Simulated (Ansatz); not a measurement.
# MgB: equation of state with PBE

MgB:

```
Mg B
1.0
     2.89515    0.00000    0.00000
     0.00000    2.89515    0.00000
     0.00000    0.00000    2.89515
Mg B
1 1
Direct
  0.00000 0.00000 0.00000
  0.50000 0.50000 0.50000
```

The cell was built by a generator and needn't be a form met in nature.

```json
{"Program": "Ansatz 0.2.0", "Task": "equation of state", "Functional": "PBE", "Potentials or basis": "Ansatz PAW", "Cutoff": "420 eV", "Density cutoff": "1680 eV", "k mesh": "9 × 9 × 9", "Occupations": "fermi-dirac, width 0.05 eV", "Spin": "no spin polarisation"}
```

The equilibrium volume is 12.16 Å³/atom. The bulk modulus is 83 GPa. The pressure derivative of the bulk modulus is 3.6 (rough: it moves with the points fitted).

Energy against volume, from the lowest point:
| volume (Å³/atom) | energy (meV/atom) |
| --- | --- |
| 11.405 | 13.16 |
| 11.648 | 5.81 |
| 11.891 | 1.52 |
| 12.133 | 0.00 |
| 12.376 | 1.00 |
| 12.619 | 4.25 |
| 12.861 | 9.67 |

All runs of the series together: 4 s on 2 threads of Intel(R) Xeon(R) Processor @ 2.70GHz (shared host).
